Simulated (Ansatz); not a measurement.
# Ca5GeN2: the cost of one run

Program: Ansatz 0.2.0. Level of theory: DFT PBE, scalar-relativistic, plane waves, PAW, unless a step names another level. These are calculated values, not measurements.

6 further runs of the same task are left out: 1 that didn't finish, 5 set aside as unsound or not needed. Runs told in other sessions of the task aren't counted.

### 1 What the formula suggests

Pauling electronegativities: Ca 1.00, Ge 2.01, N 3.04 (spread 2.04). The formula balances with common oxidation states: Ca +2, N -3, Ge -4. Tabulated atomic sizes suggest about 19 Å³/atom. 26 candidates were drawn, by swapping species into database cells of other compounds, at random by space group and Wyckoff sites, or by hand, as the table says:

| name | made from | space group no. | Wyckoff sites | atoms (primitive cell) | V (Å³/atom) |
| --- | --- | --- | --- | --- | --- |
| c01 | random | 216 | Ca 16e, 4d; Ge 4b; N 4c, 4a | 8 | 19.6 |
| c02 | random | 216 | Ca 16e, 4c; Ge 4b; N 4a, 4d | 8 | 22.6 |
| c03 | random | 164 | Ca 3f, 2c; Ge 1a; N 2d | 8 | 23.2 |
| c04 | database cell of NaLi5N2 | 123 | Ca 4i, 1a; Ge 1d; N 1c, 1b | 8 | 17.8 |
| c05 | database cell of Sr2H5Rh | 107 | Ca 8c, 2a; Ge 2a; N 4b | 8 | 19.6 |
| c06 | built by hand: ordered W5Si3 (Nb5Sn2Ga) | 140 | Ca 16k, 4b; Ge 4a; N 8h | 16 | 19.1 |
| c07 | random | 216 | Ca 4b, 16e; Ge 4a; N 4c, 4d | 8 | 23.4 |
| c08 | random | 216 | Ca 16e, 4c; Ge 4a; N 4d, 4b | 8 | 20.3 |
| c09 | random | 191 | Ca 2e, 3f; Ge 1a; N 2c | 8 | 24.3 |
| c10 | random | 164 | Ca 3f, 2c; Ge 1b; N 2d | 8 | 24.5 |
| c11 | random | 123 | Ca 4i, 1b; Ge 1c; N 2f | 8 | 20.3 |
| c12 | random | 123 | Ca 2f, 2g, 1b; Ge 1c; N 2e | 8 | 21.6 |
| c13 | database cell of Li2BiF5 | 87 | Ca 8h, 2b; Ge 2a; N 4d | 8 | 22.4 |
| c14 | built by hand: Ca3GeN/Ca2N shear intergrowth | 65 | Ca 4i, 4j, 2a; Ge 2c; N 4i | 8 | 19.1 |
| c15 | random | 189 | Ca 3g, 2d; Ge 1a; N 2c | 8 | 23.0 |
| c16 | random | 123 | Ca 2g, 1a, 2f; Ge 1b; N 2e | 8 | 24.8 |
| c17 | built by hand: anti-CaV2O5 (alpha'-NaV2O5) | 59 | Ca 4e, 2a, 4e; Ge 2b; N 4e | 16 | 19.1 |
| c18 | built by hand: anti-pseudobrookite (Al2TiO5) | 63 | Ca 8f, 8f, 4c; Ge 4c; N 8f | 16 | 19.2 |
| c19 | database cell of YAl2Pd5 | 139 | Ca 2b, 8g; Ge 2a; N 4e | 8 | 19.5 |
| c20 | database cell of Tb2Mg5Ag | 166 | Ca 6c, 6c, 3b; Ge 3a; N 6c | 8 | 23.6 |
| c21 | random | 166 | Ca 9e, 6c; Ge 3a; N 6c | 8 | 22.9 |
| c22 | random | 216 | Ca 16e, 4d; Ge 4c; N 4b, 4a | 8 | 22.5 |
| c23 | database cell of Mn5Al2V | 12 | Ca 4i, 4i, 2a; Ge 2d; N 4i | 8 | 17.7 |
| c24 | random | 191 | Ca 4h, 1b; Ge 1a; N 2e | 8 | 22.6 |
| c25 | database cell of Al5CuMo2 | 123 | Ca 4i, 1c; Ge 1b; N 1a, 1d | 8 | 18.5 |
| c26 | built by hand: Mo5SiB2 (ordered Cr5B3, anti-NH4Pb2Br5) | 140 | Ca 16l, 4c; Ge 4a; N 8h | 16 | 19.1 |

### 2 Screening run of c01

File input.yaml:

```yaml
crystal:
  lattice:
    - [0.0, 4.27932895, 4.27932895]
    - [4.27932895, 0.0, 4.27932895]
    - [4.27932895, 4.27932895, 0.0]
  atoms:
    - { symbol: Ca, position: [0.89407111, 0.89407111, 0.89407111] }
    - { symbol: Ca, position: [0.89407111, 0.89407111, 0.31778667] }
    - { symbol: Ca, position: [0.89407111, 0.31778667, 0.89407111] }
    - { symbol: Ca, position: [0.31778667, 0.89407111, 0.89407111] }
    - { symbol: Ca, position: [0.25, 0.25, 0.25] }
    - { symbol: Ge, position: [0.5, 0.5, 0.5] }
    - { symbol: "N", position: [0.75, 0.75, 0.75] }
    - { symbol: "N", position: [0.0, 0.0, 0.0] }
basis:
  ecutwfc: 420
kpoints:
  mp_grid: { grid: [3, 3, 3] }
hamiltonian:
  xc: pbe
scf:
  occupations: { method: gaussian, width: 0.15 }
  lower_state_search: "off"
output:
  forces: true
  stress: true
  eigenvalues: true
relax:
  adjacent_minimum: "off"
  f_tol: 0.08
  max_steps: 16
  cell: { stress_tol: 0.8 }
```

Launch:

```
$ ansatz run input.yaml --threads 1 --pin off --max-ram 2560MiB --backend cpu --events-out ev --progress --plain --runs-dir out
```

**Question.** How long does this run take on 1 thread of Intel Xeon 6975P-C (Granite Rapids), shared host, and how much memory does it need?

About 18 s, with a peak of 0.49 GiB.
